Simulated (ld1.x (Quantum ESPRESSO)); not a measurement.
**Ru: generating and testing a TM potential**

Do these settings give a usable potential? It is generated, then checked for transferability, scattering, ghosts and hardness.

The numbers are computed with ld1.x (Quantum ESPRESSO) 7.5 (PBE, scalar-relativistic, spin-unpolarised reference atom).

**1. Starting point**

Typed settings, in words:

| Quantity | Value |
| --- | --- |
| element | ruthenium (Ru, Z = 44) |
| type | norm-conserving Troullier–Martins (Kleinman–Bylander form) |
| frozen core | [Kr] |
| valence charge | 8 |
| reference configuration | 4d7 5s0.5 5p0.5 |
| partial waves | 5s (bound): rc 2.75 bohr; 5p (bound): rc 3.10 bohr; 4d (bound): rc 1.55 bohr |
| local potential | the d channel |
| core correction | not asked for |

The nodes and maxima of the atom's own shells, from an earlier all-electron run, set the scale for the radii.

All-electron outer shells of the reference configuration (PBE, scalar-relativistic, ld1.x):

| shell | level (eV) | outermost node (bohr) | outermost maximum (bohr) |
| --- | --- | --- | --- |
| 4s | -77.22 | 0.48 | 0.92 |
| 4p | -47.28 | 0.49 | 0.98 |
| 4d | -6.03 | 0.48 | 1.21 |
| 5s | -4.82 | 1.24 | 2.69 |
| 5p | -1.36 | 1.41 | 3.87 |

**2. The generation run**

The input, Ru.in:

```
 &input
   title='Ru', zed=44., rel=1, dft='PBE', iswitch=3,
   config='[Kr] 4d7 5s0.5 5p0.5',
   nld=3, rlderiv=3.35, eminld=-2.0, emaxld=5.0, deld=0.02
 /
 &inputp
   pseudotype=2, tm=.true., lloc=2,
   nlcc=.false.,
   file_pseudopw='Ru.UPF', file_wfcaegen='ae.wfc', file_wfcncgen='nc.wfc', file_beta='beta', file_chi='chi'
 /
3
5S  1  0   0.50   0.00  2.75  2.75  0.0
5P  2  1   0.50   0.00  3.10  3.10  0.0
4D  3  2   7.00   0.00  1.55  1.55  0.0
 &test
   configts(1)='4d7 5s0.5 5p0.5'
 /
```

Launch:

```console
$ ld1.x < Ru.in > Ru.out
```

The output, Ru.out (without the banner and most projector matrices):

```text
     Program LD1 v.7.5
     --------------------------- All-electron run ----------------------------

     Ru
     scalar relativistic calculation

     atomic number is 44.00
     dft =PBE   lsd =0 sic =0 latt =0  beta=0.20 tr2=1.0E-14
     Exchange-correlation= PBE
                           (   1   4   3   4   0   0   0)
     mesh =1233 r(mesh) = 101.06970 a.u. xmin = -7.00 dx = 0.01250
     1 Ry =  13.60569312 eV, c = 137.03599908

     n l     nl                  e(Ry)          e(Ha)          e(eV)
     1 0     1S 1( 2.00)     -1612.4464      -806.2232    -21938.4509
     2 0     2S 1( 2.00)      -231.8865      -115.9433     -3154.9772
     2 1     2P 1( 6.00)      -207.6827      -103.8414     -2825.6673
     3 0     3S 1( 2.00)       -40.8851       -20.4425      -556.2701
     3 1     3P 1( 6.00)       -32.9309       -16.4655      -448.0484
     4 0     4S 1( 2.00)        -5.6758        -2.8379       -77.2227
     4 1     4P 1( 6.00)        -3.4747        -1.7374       -47.2764
     3 2     3D 1(10.00)       -20.1341       -10.0671      -273.9387
     4 2     4D 1( 7.00)        -0.4432        -0.2216        -6.0297
     5 0     5S 1( 0.50)        -0.3544        -0.1772        -4.8215
     5 1     5P 1( 0.50)        -0.0997        -0.0498        -1.3563

     final scf error:  6.3E-15 reached in  33 iterations

     Etot =   -9061.386093 Ry,   -4530.693046 Ha, -123286.438445 eV

     Ekin =    9370.388002 Ry,    4685.194001 Ha,  127490.623595 eV
     Encl =  -21856.483727 Ry,  -10928.241863 Ha, -297372.610336 eV
     Eh   =    3691.406439 Ry,    1845.703219 Ha,   50224.143197 eV
     Exc  =    -266.696806 Ry,    -133.348403 Ha,   -3628.594901 eV

     normalization and overlap integrals

     s(1S/1S) =  1.000000  <r> =   0.0334  <r2> =    0.0015  r(max) =   0.0216
     s(2S/2S) =  1.000000  <r> =   0.1457  <r2> =    0.0250  r(max) =   0.1229
     s(2P/2P) =  1.000000  <r> =   0.1270  <r2> =    0.0197  r(max) =   0.0981
     s(3S/3S) =  1.000000  <r> =   0.4027  <r2> =    0.1856  r(max) =   0.3600
     s(3P/3P) =  1.000000  <r> =   0.4030  <r2> =    0.1888  r(max) =   0.3555
     s(4S/4S) =  1.000000  <r> =   1.0191  <r2> =    1.1775  r(max) =   0.9193
     s(4P/4P) =  1.000000  <r> =   1.1286  <r2> =    1.4618  r(max) =   0.9785
     s(3D/3D) =  1.000000  <r> =   0.3841  <r2> =    0.1767  r(max) =   0.3022
     s(4D/4D) =  1.000000  <r> =   1.6860  <r2> =    3.5530  r(max) =   1.2102
     s(5S/5S) =  1.000000  <r> =   3.3341  <r2> =   12.8718  r(max) =   2.6934
     s(5P/5P) =  1.000000  <r> =   5.1610  <r2> =   31.9420  r(max) =   3.8702

     ------------------------ End of All-electron run ------------------------

     --------------------- Generating NC pseudopotential ---------------------

      Generating local pot.: lloc=2, matching radius rcloc =   1.5500

      Wfc   5S  rcut= 2.762  Using Troullier-Martins method

      Wfc   5P  rcut= 3.129  Using Troullier-Martins method

     ------------------- End of pseudopotential generation -------------------

     [... the all-electron block is printed once more ...]


     Computing logarithmic derivative in   3.35208
     Computing logarithmic derivative in   3.35208
     Computing the partial wave expansion
     R is outside the sphere for l=    0 j= 0.00
     R is outside the sphere for l=    1 j= 0.00
       no projector for channel:   2

     ---------------------- Testing the pseudopotential ----------------------

     Ru
     scalar relativistic calculation

     atomic number is 44.00   valence charge is  8.00
     dft =PBE   lsd =0 sic =0 latt =0  beta=0.20 tr2=1.0E-14
     mesh =1233 r(mesh) = 101.06970 xmin = -7.00 dx = 0.01250

     n l     nl             e AE (Ry)        e PS (Ry)    De AE-PS (Ry)
     3 2     4D   1( 7.00)       -0.44317       -0.44317        0.00000
     1 0     5S   1( 0.50)       -0.35437       -0.35438        0.00000
     2 1     5P   1( 0.50)       -0.09969       -0.09969       -0.00000

     eps = 7.2E-15  iter = 29

     Etot =   -9061.386093 Ry,   -4530.693046 Ha, -123286.438445 eV
     Etotps =   -32.215678 Ry,     -16.107839 Ha,    -438.316624 eV

     Ekin =      33.842439 Ry,      16.921219 Ha,     460.449839 eV
     Encl =     -90.781555 Ry,     -45.390777 Ha,   -1235.145975 eV
     Ehrt =      30.728557 Ry,      15.364279 Ha,     418.083320 eV
     Ecxc =      -6.253799 Ry,      -3.126900 Ha,     -85.087275 eV
     Epseu=       0.248680 Ry,       0.124340 Ha,       3.383467 eV

     ---------------------- End of pseudopotential test ----------------------
```

Run time: 1.4 s. Hardware: 1 thread of Neoverse-V2, shared host. (Generation and the later configuration tests together.)

All-electron and pseudo partial waves u(r) = r·R(r), from the program's wave files:

| r (bohr) | 5s AE | 5s PS |
| --- | --- | --- |
| 0.155 | -0.0313 | 0.0144 |
| 0.310 | 0.1712 | 0.0298 |
| 0.465 | 0.0024 | 0.0474 |
| 0.620 | -0.1968 | 0.0682 |
| 0.775 | -0.2739 | 0.0937 |
| 0.930 | -0.2361 | 0.1251 |
| 1.085 | -0.1296 | 0.1638 |
| 1.240 | 0.0039 | 0.2105 |
| 1.395 | 0.1378 | 0.2649 |
| 1.550 | 0.2586 | 0.3254 |
| 1.705 | 0.3602 | 0.3886 |
| 1.860 | 0.4417 | 0.4500 |
| 2.015 | 0.5041 | 0.5045 |
| 2.170 | 0.5494 | 0.5483 |
| 2.325 | 0.5800 | 0.5794 |
| 2.480 | 0.5982 | 0.5981 |
| 2.635 | 0.6062 | 0.6062 |
| 2.790 | 0.6059 | 0.6059 |
| 2.945 | 0.5990 | 0.5990 |
| 3.100 | 0.5868 | 0.5868 |
| 3.255 | 0.5707 | 0.5707 |
| 3.410 | 0.5515 | 0.5515 |
| 3.565 | 0.5302 | 0.5302 |
| 3.720 | 0.5074 | 0.5074 |
| 3.875 | 0.4836 | 0.4836 |
| 4.030 | 0.4594 | 0.4594 |

**3. Configuration tests**

The input, Ru.test.in:

```
 &input
   title='Ru', zed=44., rel=1, dft='PBE', iswitch=2,
   config='[Kr] 4d7 5s0.5 5p0.5'
 /
 &test
   file_pseudo='Ru.UPF', nconf=8,
   configts(1)='4d7 5s0.5 5p0.5',
   configts(2)='4d7 5s1 5p0',
   configts(3)='4d7 5s0 5p0',
   configts(4)='4d6 5s0 5p0',
   configts(5)='4d6 5s1 5p1',
   configts(6)='4d4 5s0 5p0',
   configts(7)='4d7 5s0.5 5p0',
   configts(8)='4d6 5s2 5p0'
 /
```

Launch:

```console
$ ld1.x < Ru.test.in > Ru.test.out
```

Ru.test.out, the pseudopotential blocks, each with the warnings that came before it:

```text
     ---------------------- Testing the pseudopotential ----------------------

     Ru
     scalar relativistic calculation

     atomic number is 44.00   valence charge is  8.00
     dft =PBE   lsd =0 sic =0 latt =0  beta=0.20 tr2=1.0E-14
     mesh =1233 r(mesh) = 101.06970 xmin = -7.00 dx = 0.01250

     n l     nl             e AE (Ry)        e PS (Ry)    De AE-PS (Ry)
     3 2     4D   1( 7.00)       -0.44317       -0.44317        0.00000
     1 0     5S   1( 0.50)       -0.35437       -0.35438        0.00000
     2 1     5P   1( 0.50)       -0.09969       -0.09969       -0.00000

     eps = 3.6E-15  iter = 30

     Etot =   -9061.386093 Ry,   -4530.693046 Ha, -123286.438445 eV
     Etotps =   -32.215678 Ry,     -16.107839 Ha,    -438.316625 eV

     Ekin =      33.842439 Ry,      16.921219 Ha,     460.449838 eV
     Encl =     -90.781555 Ry,     -45.390777 Ha,   -1235.145976 eV
     Ehrt =      30.728557 Ry,      15.364279 Ha,     418.083321 eV
     Ecxc =      -6.253799 Ry,      -3.126900 Ha,     -85.087275 eV
     Epseu=       0.248680 Ry,       0.124340 Ha,       3.383467 eV

     ---------------------- End of pseudopotential test ----------------------

     ---------------------- Testing the pseudopotential ----------------------

     Ru
     [...]
     n l     nl             e AE (Ry)        e PS (Ry)    De AE-PS (Ry)
     3 2     4D   1( 7.00)       -0.38235       -0.38285        0.00050
     1 0     5S   1( 1.00)       -0.31159       -0.31185        0.00027
     2 1     5P   1( 0.00)       -0.06706       -0.06709        0.00003

     eps = 5.6E-15  iter = 21

     Etot =   -9061.510603 Ry,   -4530.755302 Ha, -123288.132501 eV
     Etotps =   -32.340274 Ry,     -16.170137 Ha,    -440.011847 eV
     dEtot_ae =      -0.124511 Ry
     dEtot_ps =      -0.124597 Ry,   Delta E=       0.000086 Ry

     [...]
     ---------------------- End of pseudopotential test ----------------------

     ---------------------- Testing the pseudopotential ----------------------

     Ru
     [...]
     n l     nl             e AE (Ry)        e PS (Ry)    De AE-PS (Ry)
     3 2     4D   1( 7.00)       -0.92189       -0.91832       -0.00357
     1 0     5S   1( 0.00)       -0.77142       -0.76940       -0.00201
     2 1     5P   1( 0.00)       -0.44984       -0.44861       -0.00123

     eps = 3.1E-15  iter = 12

     Etot =   -9060.974636 Ry,   -4530.487318 Ha, -123280.840289 eV
     Etotps =   -31.804687 Ry,     -15.902343 Ha,    -432.724811 eV
     dEtot_ae =       0.411457 Ry
     dEtot_ps =       0.410991 Ry,   Delta E=       0.000466 Ry

     [...]
     ---------------------- End of pseudopotential test ----------------------

     Warning: n=2, l=1 expected 0 nodes, found 1
     ---------------------- Testing the pseudopotential ----------------------

     Ru
     [...]
     n l     nl             e AE (Ry)        e PS (Ry)    De AE-PS (Ry)
     3 2     4D   1( 6.00)       -1.77401       -1.77342       -0.00059
     1 0     5S   1( 0.00)       -1.40128       -1.39261       -0.00867  !
     2 1     5P   1( 0.00)       -0.98924       -0.98924        0.00000

     eps = 1.4E-15  iter = 16

     Etot =   -9059.637961 Ry,   -4529.818980 Ha, -123262.653900 eV
     Etotps =   -30.470701 Ry,     -15.235350 Ha,    -414.575007 eV
     dEtot_ae =       1.748132 Ry
     dEtot_ps =       1.744977 Ry,   Delta E=       0.003155 Ry

     [...]
     ---------------------- End of pseudopotential test ----------------------

     BEWARE! Errors in PS-KS equations
     ---------------------- Testing the pseudopotential ----------------------

     Ru
     [...]
     n l     nl             e AE (Ry)        e PS (Ry)    De AE-PS (Ry)
     3 2     4D   1( 6.00)       -0.67286       -1.13646        0.46359  !
     1 0     5S   1( 1.00)       -0.45387       -0.86248        0.40860  !
     2 1     5P   1( 1.00)       -0.15422       -0.15422        0.00000

     eps = 3.6E-15  iter = 39

     Etot =   -9061.095102 Ry,   -4530.547551 Ha, -123282.479317 eV
     Etotps =   -31.749207 Ry,     -15.874603 Ha,    -431.969964 eV
     dEtot_ae =       0.290991 Ry
     dEtot_ps =       0.466471 Ry,   Delta E=      -0.175480 Ry

     [...]
     ---------------------- End of pseudopotential test ----------------------

     Warning: n=1, l=0 expected 0 nodes, found 1
     ---------------------- Testing the pseudopotential ----------------------

     Ru
     [...]
     n l     nl             e AE (Ry)        e PS (Ry)    De AE-PS (Ry)
     3 2     4D   1( 4.00)       -3.81315       -3.84083        0.02769  !
     1 0     5S   1( 0.00)       -2.89250       -2.89250        0.00000
     2 1     5P   1( 0.00)       -2.32348       -2.32348        0.00000

     eps = 1.7E-15  iter =  9

     Etot =   -9054.115645 Ry,   -4527.057823 Ha, -123187.518967 eV
     Etotps =   -24.924843 Ry,     -12.462421 Ha,    -339.119761 eV
     dEtot_ae =       7.270448 Ry
     dEtot_ps =       7.290835 Ry,   Delta E=      -0.020388 Ry

     [...]
     ---------------------- End of pseudopotential test ----------------------

     ---------------------- Testing the pseudopotential ----------------------

     Ru
     [...]
     n l     nl             e AE (Ry)        e PS (Ry)    De AE-PS (Ry)
     3 2     4D   1( 7.00)       -0.64088       -0.63986       -0.00102
     1 0     5S   1( 0.50)       -0.53337       -0.53307       -0.00029
     2 1     5P   1( 0.00)       -0.24815       -0.24797       -0.00018

     eps = 9.7E-15  iter = 28

     Etot =   -9061.300168 Ry,   -4530.650084 Ha, -123285.269375 eV
     Etotps =   -32.129763 Ry,     -16.064881 Ha,    -437.147690 eV
     dEtot_ae =       0.085925 Ry
     dEtot_ps =       0.085915 Ry,   Delta E=       0.000010 Ry

     [...]
     ---------------------- End of pseudopotential test ----------------------

     ---------------------- Testing the pseudopotential ----------------------

     Ru
     [...]
     n l     nl             e AE (Ry)        e PS (Ry)    De AE-PS (Ry)
     3 2     4D   1( 6.00)       -0.56373       -0.57097        0.00724  !
     1 0     5S   1( 2.00)       -0.38127       -0.37996       -0.00131
     2 1     5P   1( 0.00)       -0.09996       -0.09838       -0.00159

     eps = 5.5E-15  iter = 31

     Etot =   -9061.385604 Ry,   -4530.692802 Ha, -123286.431803 eV
     Etotps =   -32.211405 Ry,     -16.105703 Ha,    -438.258493 eV
     dEtot_ae =       0.000488 Ry
     dEtot_ps =       0.004273 Ry,   Delta E=      -0.003784 Ry

     [...]
     ---------------------- End of pseudopotential test ----------------------
```

1 test gave no usable energy difference (4d6 5s1 5p1).

Energies count from the reference configuration 4d7 5s0.5 5p0.5; the error is all-electron less pseudo. A star marks tests that logged a warning.

| valence configuration | charge | ΔE all-electron (eV) | error AE − PS (meV) |
| --- | --- | --- | --- |
| 4d7 5s1 5p0 | 0 | -1.694 | +1.2 |
| 4d7 5s0 5p0 | +1 | 5.598 | +6.3 |
| 4d6 5s0 5p0 * | +2 | 23.785 | +43 |
| 4d4 5s0 5p0 * | +4 | 98.919 | -277 |
| 4d7 5s0.5 5p0 | +0.5 | 1.169 | +0.1 |
| 4d6 5s2 5p0 | 0 | 0.007 | -51 |

**4. Logarithmic derivatives**

Taken from the files of the generation run. The phase is arctan(r·u′/u) with u = r·R, unwrapped, with energies in Ry. A pole is an energy at which the radial function vanishes at the test radius. The pseudo phase is shifted by a multiple of π to meet the all-electron one at the reference energy. Levels narrower than the energy grid can be missing from the poles. The last column is the largest difference on the grid between −1 and +1 Ry.

| channel | radius (bohr) | reference (Ry) | poles AE | poles PS | window around the reference with phases within 0.05 rad (Ry) | largest difference near zero (rad) |
| --- | --- | --- | --- | --- | --- | --- |
| s | 3.35 | -0.35 | 0.56 | 0.53, 3.62 | below 1.5 | 0.013 |
| p | 3.35 | -0.10 | 1.38 | 1.33 | below 2.4 | 0.006 |
| d | 3.35 | -0.44 | -0.34, 2.99 | -0.34, 2.99 | the whole range | 0.000 |

Phases (rad) along the scan:

| E (Ry) | s AE | s PS | p AE | p PS |
| --- | --- | --- | --- | --- |
| -2.00 | 1.313 | 1.312 | 1.340 | 1.343 |
| -1.52 | 1.246 | 1.245 | 1.297 | 1.298 |
| -1.04 | 1.088 | 1.087 | 1.222 | 1.221 |
| -0.56 | 0.299 | 0.297 | 1.045 | 1.044 |
| -0.08 | -1.245 | -1.247 | 0.294 | 0.294 |
| 0.40 | -1.526 | -1.532 | -1.118 | -1.121 |
| 0.88 | -1.639 | -1.652 | -1.446 | -1.451 |
| 1.36 | -1.727 | -1.763 | -1.567 | -1.576 |
| 1.84 | -1.844 | -1.992 | -1.645 | -1.663 |
| 2.32 | -2.112 | -3.477 | -1.722 | -1.763 |
| 2.80 | -3.255 | -4.471 | -1.834 | -1.974 |
| 3.28 | -4.267 | -4.646 | -2.114 | -3.116 |
| 3.76 | -4.500 | -4.735 | -3.389 | -4.340 |
| 4.24 | -4.595 | -4.820 | -4.310 | -4.553 |
| 4.72 | -4.649 | -4.968 | -4.515 | -4.637 |

**5. Plane-wave convergence, by spherical Bessel functions**

This step uses the generator's waves and projectors in a separate script. Basis: spherical Bessel functions vanishing at 20 bohr, q² up to the cutoff; potential fixed at the reference.

All-electron valence levels (Ry): 5s -0.3544, 5p -0.0997, 4d -0.4432. The lowest levels of each channel (Ry) by cutoff; the last column sums, over occupied levels, occupation times the distance from the level at 400 Ry. A positive value at high cutoff is not a bound level.

| cutoff (Ry) | s #1 | s #2 | p #1 | p #2 | d #1 | f #1 | Σ f·Δε (mRy) |
| --- | --- | --- | --- | --- | --- | --- | --- |
| 8 | -3.3317 | -0.3508 | -0.0996 | 0.0268 | 0.0106 | 0.0850 | 3177.9 |
| 12 | -5.5006 | -0.3531 | -0.1000 | 0.0198 | -0.0546 | 0.0850 | 2720.6 |
| 18 | -6.8763 | -0.3543 | -1.2475 | -0.0997 | -0.2157 | 0.0850 | 1592.6 |
| 21 | -7.1223 | -0.3543 | -1.5767 | -0.0997 | -0.2767 | 0.0850 | 1165.6 |
| 30 | -7.3800 | -0.3543 | -2.0904 | -0.0997 | -0.3832 | 0.0850 | 419.5 |
| 40 | -7.4398 | -0.3544 | -2.2157 | -0.0997 | -0.4325 | 0.0850 | 74.4 |
| 50 | -7.4440 | -0.3544 | -2.2418 | -0.0997 | -0.4417 | 0.0850 | 10.1 |
| 55 | -7.4441 | -0.3544 | -2.2437 | -0.0997 | -0.4426 | 0.0850 | 3.7 |
| 70 | -7.4446 | -0.3544 | -2.2444 | -0.0997 | -0.4431 | 0.0850 | 0.5 |
| 90 | -7.4453 | -0.3544 | -2.2447 | -0.0997 | -0.4431 | 0.0850 | 0.3 |
| 400 | -7.4455 | -0.3544 | -2.2449 | -0.0997 | -0.4432 | 0.0850 | 0.0 |

The sum stays within 10 mRy from 55 Ry and within 1 mRy from 70 Ry. The sum leaves out empty levels, which can need more. Ghost test: ghost states, bound below the all-electron valence or empty levels of the same l: s at -101.3 eV, p at -30.5 eV.

**6. What came out**

| quantity | value |
| --- | --- |
| cutoffs for 10 and 1 mRy, occupied levels | 55 Ry and 70 Ry |
| bound ghosts | s at -101.30 eV, p at -30.54 eV |
| largest test error (AE − PS) | -277 meV, for 4d4 5s0 5p0 (one of 3 tests with a warning) (1 test unsolved) |
| largest phase difference near zero energy, channels read | 0.013 rad |

What this shows: A bound ghost (s, p) makes it unfit for use: electrons can fall into a state that the atom doesn't have. By total energies transferability is fair for so large an energy: the largest error is 277 meV on 98.9 eV, for 4d4 5s0 5p0. That test lies far up in energy; among those under 40 eV, nearer to bonding, the largest error is 51 meV. Of the tests 1 gave no usable energy difference, which is a warning in itself. By its cutoff, 55 Ry for the looser tolerance, it is of middling hardness. The slowest occupied level is 4d: taken alone it needs 55 Ry to come within 1 mRy, against 15 Ry for 5s. Near zero energy the phases of the channels with partial waves agree within 0.013 rad. All of this concerns the isolated atom, not yet a solid.
